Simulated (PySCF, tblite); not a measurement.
# C₅H₆Cl₂O: a rotation path, then NMR shifts on frames, part 2 of 2

tblite 0.8.0 and PySCF 2.14.0. Atoms count from 0. The steps go on from the part before.

## Step 5: Shielding tensors: image 4, PBE0/pcSseg-1

What the job is given:

```
{"job": {"kind": "nmr", "xc": "PBE0", "basis": "pcSseg-1", "pop": false}, "charge": 0, "multiplicity": 1}
O     -1.050400     0.607800     2.068600
C     -0.867300     0.317900     0.926200
C     -1.626000    -0.474800    -0.106200
C     -0.467100    -0.253300    -1.093900
C      0.297000     0.575900    -0.035000
C      1.651300     0.104600     0.493600
Cl     2.875700     1.402500     0.402900
Cl     2.294500    -1.313000    -0.367100
H     -1.776900    -1.508800     0.201700
H     -2.591100    -0.059400    -0.387300
H      0.040800    -1.165500    -1.388400
H     -0.728800     0.312200    -1.984200
H      0.369000     1.632500    -0.300000
H      1.578700    -0.179000     1.546900
```

Level: GIAO PBE0/pcSseg-1 NMR shielding, non-relativistic, gas phase.

The log of the run:

```text
coarse grid: 13488 points
cycle   1  E = -1188.8472495280  dE =  1.270e+00  |g| = 8.208e-01  |ddm| = 3.589e+00
cycle   2  E = -1188.4097651432  dE =  4.375e-01  |g| = 1.709e+00  |ddm| = 2.353e+00
cycle   3  E = -1188.9836392404  dE = -5.739e-01  |g| = 1.696e-01  |ddm| = 1.750e+00
cycle   4  E = -1188.9891621799  dE = -5.523e-03  |g| = 7.855e-02  |ddm| = 1.926e-01
cycle   5  E = -1188.9903726785  dE = -1.210e-03  |g| = 2.247e-02  |ddm| = 7.337e-02
cycle   6  E = -1188.9904920402  dE = -1.194e-04  |g| = 6.001e-03  |ddm| = 2.643e-02
cycle   7  E = -1188.9904993204  dE = -7.280e-06  |g| = 1.534e-03  |ddm| = 6.271e-03
final grid: 122976 points
cycle   8  E = -1189.0478274405  dE = -2.564e-05  |g| = 1.344e-02  |ddm| = 3.159e-02
cycle   9  E = -1189.0477243821  dE =  1.031e-04  |g| = 2.661e-02  |ddm| = 2.954e-02
cycle  10  E = -1189.0478625279  dE = -1.381e-04  |g| = 2.154e-03  |ddm| = 2.085e-02
cycle  11  E = -1189.0478633637  dE = -8.358e-07  |g| = 4.912e-04  |ddm| = 1.864e-03
cycle  12  E = -1189.0478634141  dE = -5.044e-08  |g| = 1.237e-04  |ddm| = 5.819e-04
cycle  13  E = -1189.0478634172  dE = -3.082e-09  |g| = 4.605e-05  |ddm| = 1.548e-04
cycle  14  E = -1189.0478634177  dE = -4.998e-10  |g| = 7.128e-06  |ddm| = 4.431e-05
converged SCF energy = -1189.0478634177

GIAO shielding tensors (ppm)
atom      isotropic    diamagn.    paramagn.     s11        s22        s33       span
  0 O     -337.730     398.347    -736.077   -883.257   -430.068    300.134   1183.392
  1 C      -25.776     249.439    -275.215   -114.534    -58.434     95.639    210.173
  2 C      141.336     254.655    -113.319    107.825    147.329    168.854     61.029
  3 C      169.340     247.609     -78.269    147.375    171.351    189.294     41.919
  4 C      113.998     252.645    -138.647     79.515    112.914    149.565     70.050
  5 C      100.920     240.022    -139.101     60.484    113.971    128.306     67.821
  6 Cl     608.568    1145.000    -536.432    255.897    568.161   1001.646    745.750
  7 Cl     683.001    1145.590    -462.589    418.723    667.630    962.650    543.928
  8 H       28.684      28.993      -0.309     24.730     27.033     34.289      9.559
  9 H       28.660      28.616       0.043     24.417     26.969     34.593     10.176
 10 H       28.934      29.126      -0.192     24.582     28.618     33.603      9.020
 11 H       29.336      29.298       0.038     25.530     27.178     35.300      9.769
 12 H       27.871      30.310      -2.439     23.237     28.968     31.408      8.171
 13 H       25.645      27.261      -1.617     22.246     24.976     29.712      7.465
```

Run time: 22 s. Hardware: 1 thread of Arm Neoverse V1, shared host; peak memory 0.89 GiB.

This run: δ C1 212.7, C5 86.0, C4 72.9, C2 45.6, H13 6.07, H12 3.85 ppm.

## Step 6: Shielding tensors: image 6, PBE0/pcSseg-1

What the job is given:

```
{"job": {"kind": "nmr", "xc": "PBE0", "basis": "pcSseg-1", "pop": false}, "charge": 0, "multiplicity": 1}
O     -1.008500     0.847900     2.007300
C     -0.844900     0.445100     0.897400
C     -1.639200    -0.429300    -0.040500
C     -0.479400    -0.362600    -1.048500
C      0.316800     0.560900    -0.097100
C      1.644800     0.057600     0.449600
Cl     2.666400     1.415600     0.978600
Cl     2.544600    -0.889100    -0.765900
H     -1.841500    -1.416800     0.371800
H     -2.583300     0.001400    -0.366900
H      0.001500    -1.316600    -1.240600
H     -0.728100     0.106400    -1.996900
H      0.441200     1.572900    -0.486200
H      1.508900    -0.594000     1.315800
```

With the program's defaults for keys left out, this is: GIAO PBE0/pcSseg-1 NMR shielding, non-relativistic, gas phase.

The log of the run:

```text
coarse grid: 13488 points
cycle   1  E = -1188.8491738919  dE =  1.271e+00  |g| = 8.222e-01  |ddm| = 3.585e+00
cycle   2  E = -1188.4116880868  dE =  4.375e-01  |g| = 1.711e+00  |ddm| = 2.372e+00
cycle   3  E = -1188.9863688844  dE = -5.747e-01  |g| = 1.692e-01  |ddm| = 1.759e+00
cycle   4  E = -1188.9918912883  dE = -5.522e-03  |g| = 7.791e-02  |ddm| = 1.904e-01
cycle   5  E = -1188.9930810741  dE = -1.190e-03  |g| = 2.223e-02  |ddm| = 7.199e-02
cycle   6  E = -1188.9931975990  dE = -1.165e-04  |g| = 5.982e-03  |ddm| = 2.609e-02
cycle   7  E = -1188.9932048316  dE = -7.233e-06  |g| = 1.550e-03  |ddm| = 6.279e-03
final grid: 122976 points
cycle   8  E = -1189.0504219698  dE = -1.989e-05  |g| = 1.381e-02  |ddm| = 3.034e-02
cycle   9  E = -1189.0503102064  dE =  1.118e-04  |g| = 2.765e-02  |ddm| = 3.051e-02
cycle  10  E = -1189.0504590305  dE = -1.488e-04  |g| = 2.038e-03  |ddm| = 2.162e-02
cycle  11  E = -1189.0504597806  dE = -7.500e-07  |g| = 4.944e-04  |ddm| = 1.779e-03
cycle  12  E = -1189.0504598321  dE = -5.150e-08  |g| = 1.223e-04  |ddm| = 5.832e-04
cycle  13  E = -1189.0504598352  dE = -3.106e-09  |g| = 4.238e-05  |ddm| = 1.497e-04
cycle  14  E = -1189.0504598356  dE = -4.211e-10  |g| = 6.911e-06  |ddm| = 4.005e-05
converged SCF energy = -1189.0504598356

GIAO shielding tensors (ppm)
atom      isotropic    diamagn.    paramagn.     s11        s22        s33       span
  0 O     -345.246     397.897    -743.143   -905.122   -431.897    301.280   1206.402
  1 C      -24.238     248.725    -272.962   -112.456    -55.635     95.378    207.834
  2 C      143.060     254.760    -111.700    112.363    148.383    168.434     56.071
  3 C      168.275     247.979     -79.705    147.248    169.175    188.401     41.152
  4 C      113.502     252.941    -139.439     73.824    120.835    145.846     72.022
  5 C      101.043     240.604    -139.562     56.133    115.850    131.146     75.013
  6 Cl     628.075    1145.019    -516.944    354.382    530.356    999.486    645.104
  7 Cl     674.905    1145.447    -470.542    389.127    638.759    996.829    607.703
  8 H       28.713      29.074      -0.362     24.766     26.966     34.407      9.641
  9 H       28.698      28.665       0.032     24.657     27.080     34.356      9.700
 10 H       29.431      29.349       0.083     24.975     30.176     33.144      8.169
 11 H       29.375      29.455      -0.080     25.602     27.492     35.031      9.429
 12 H       27.841      30.341      -2.501     23.777     28.352     31.393      7.616
 13 H       25.917      27.349      -1.431     22.676     25.845     29.230      6.554
```

Run time: 23 s. Hardware: 1 thread of Arm Neoverse V1, shared host; peak memory 0.88 GiB.

This run: δ C1 211.2, C5 85.9, C4 73.4, C2 43.9, H13 5.80, H12 3.88 ppm.

## Step 7: NMR shieldings: image 8, PBE0/pcSseg-1

What the job is given:

```
{"job": {"kind": "nmr", "xc": "PBE0", "basis": "pcSseg-1", "pop": false}, "charge": 0, "multiplicity": 1}
O     -0.953700     1.023100     1.951800
C     -0.816200     0.528000     0.877000
C     -1.663200    -0.368300     0.005500
C     -0.490000    -0.478600    -0.984400
C      0.331200     0.521600    -0.140100
C      1.662100     0.029900     0.383600
Cl     2.414400     1.250300     1.432100
Cl     2.753400    -0.340100    -0.982200
H     -1.971500    -1.292300     0.491100
H     -2.552200     0.126600    -0.380800
H     -0.041600    -1.467400    -1.031100
H     -0.703100    -0.139700    -1.994000
H      0.464900     1.494900    -0.617100
H      1.564800    -0.888700     0.966200
```

Method: GIAO PBE0/pcSseg-1 NMR shielding, non-relativistic, gas phase.

The log of the run:

```text
coarse grid: 13488 points
cycle   1  E = -1188.8524419601  dE =  1.272e+00  |g| = 8.224e-01  |ddm| = 3.578e+00
cycle   2  E = -1188.4079871203  dE =  4.445e-01  |g| = 1.721e+00  |ddm| = 2.415e+00
cycle   3  E = -1188.9904012946  dE = -5.824e-01  |g| = 1.692e-01  |ddm| = 1.792e+00
cycle   4  E = -1188.9959052936  dE = -5.504e-03  |g| = 7.833e-02  |ddm| = 1.899e-01
cycle   5  E = -1188.9971100811  dE = -1.205e-03  |g| = 2.209e-02  |ddm| = 7.235e-02
cycle   6  E = -1188.9972247723  dE = -1.147e-04  |g| = 6.031e-03  |ddm| = 2.581e-02
cycle   7  E = -1188.9972321230  dE = -7.351e-06  |g| = 1.587e-03  |ddm| = 6.332e-03
final grid: 122976 points
cycle   8  E = -1189.0549369072  dE = -1.838e-05  |g| = 1.420e-02  |ddm| = 2.994e-02
cycle   9  E = -1189.0548175421  dE =  1.194e-04  |g| = 2.853e-02  |ddm| = 3.166e-02
cycle  10  E = -1189.0549761955  dE = -1.587e-04  |g| = 2.095e-03  |ddm| = 2.245e-02
cycle  11  E = -1189.0549770024  dE = -8.068e-07  |g| = 4.984e-04  |ddm| = 1.806e-03
cycle  12  E = -1189.0549770547  dE = -5.230e-08  |g| = 1.230e-04  |ddm| = 5.908e-04
cycle  13  E = -1189.0549770578  dE = -3.154e-09  |g| = 4.264e-05  |ddm| = 1.510e-04
cycle  14  E = -1189.0549770582  dE = -4.284e-10  |g| = 7.068e-06  |ddm| = 4.050e-05
converged SCF energy = -1189.0549770582

GIAO shielding tensors (ppm)
atom      isotropic    diamagn.    paramagn.     s11        s22        s33       span
  0 O     -351.237     397.507    -748.744   -926.723   -435.720    308.733   1235.456
  1 C      -21.823     248.274    -270.098   -109.233    -49.310     93.073    202.306
  2 C      143.036     254.909    -111.873    113.514    147.075    168.519     55.005
  3 C      168.305     248.255     -79.950    149.003    170.496    185.416     36.413
  4 C      114.168     253.949    -139.781     74.166    122.117    146.220     72.054
  5 C      101.118     241.403    -140.285     57.833    116.985    128.535     70.702
  6 Cl     658.620    1145.176    -486.556    404.291    570.390   1001.180    596.890
  7 Cl     674.206    1145.270    -471.064    403.185    593.881   1025.552    622.366
  8 H       28.763      29.085      -0.321     24.757     26.939     34.595      9.839
  9 H       28.694      28.832      -0.138     24.810     27.055     34.216      9.406
 10 H       29.923      29.689       0.234     25.929     30.437     33.401      7.472
 11 H       29.408      29.431      -0.023     25.548     27.677     34.999      9.451
 12 H       27.981      30.400      -2.419     25.472     28.233     30.239      4.766
 13 H       26.081      27.688      -1.607     22.681     26.409     29.152      6.471
```

Wall time 22 s (1 thread of Arm Neoverse V1, shared host); peak memory 0.89 GiB.

Key values: δ C1 208.7, C5 85.8, C4 72.8, C2 43.9, H13 5.64, H12 3.74 ppm.

## Step 8: Side by side: NMR shifts

Shifts (ppm) of some atoms, chosen among heavy atoms and hydrogens apart, with basis size and wall time:

| frame | C1 | C3 | H13 | H10 | O0 | Cl6 | Cl7 | functions | time |
| --- | --- | --- | --- | --- | --- | --- | --- | --- | --- |
| image 0 | 209.6 | 13.7 | 6.21 | 2.54 | 675.6 | 272 | 239 | 180 | 31 s |
| image 2 | 212.0 | 14.0 | 6.25 | 2.96 | 674.0 | 310 | 243 | 180 | 22 s |
| image 4 | 212.7 | 17.6 | 6.07 | 2.78 | 673.8 | 341 | 267 | 180 | 22 s |
| image 6 | 211.2 | 18.7 | 5.80 | 2.29 | 681.3 | 322 | 275 | 180 | 23 s |
| image 8 | 208.7 | 18.6 | 5.64 | 1.79 | 687.3 | 291 | 276 | 180 | 22 s |

## Step 9: Summary of results

The summary covers parts 1 to 2.

| quantity | value |
| --- | --- |
| barrier | 0.158 eV (3.7 kcal/mol) at image 4 |
| end to end (GFN2-xTB) | 0.047 eV |
| 13C shifts against TMS (PBE0/pcSseg-1, image 0) | 209.6, 85.0, 71.6, 46.4, 13.7 ppm |
| 1H shifts against TMS (PBE0/pcSseg-1, image 0) | 6.21, 3.71, 3.13, 3.03, 2.54, 2.18 ppm |
| 17O shifts against H2O (PBE0/pcSseg-1, image 0) | 675.6 ppm |
| 35Cl shifts against HCl (PBE0/pcSseg-1, image 0) | 272, 239 ppm |
| surface potential, 1st and 99th percentile | -1.40 V and 1.30 V |
| range of the shift of Cl6 | 272 to 341 ppm |

What this shows: Along the band the dihedral turns by 115°, and the top (dihedral 232°) lies 3.7 kcal/mol above the start (GFN2-xTB, rough), so at room temperature this motion is fast. Ends this close can change order at a higher level. The top was not checked by a frequency run. C5 stands next to heavy halogen, whose spin-orbit shielding this run leaves out, so the computed shift lies too far downfield, most of all for carbon beside Br or I. Shifts at one fixed geometry are not the observed spectrum, which averages over the motion. In the first frame run (image 0): Shielding is most anisotropic at O0 (span 1202 ppm, paramagnetic term -737 ppm). By nearest atom (PBE0/pcSseg-1), the HOMO sits on O0 51 %; C2, C4 about 13 % each and the LUMO on C1 37 %; O0 25 %. In ppm, Cl6 moves most: its shift spreads over 69 ppm, from 272 (image 0) to 341 (image 4).
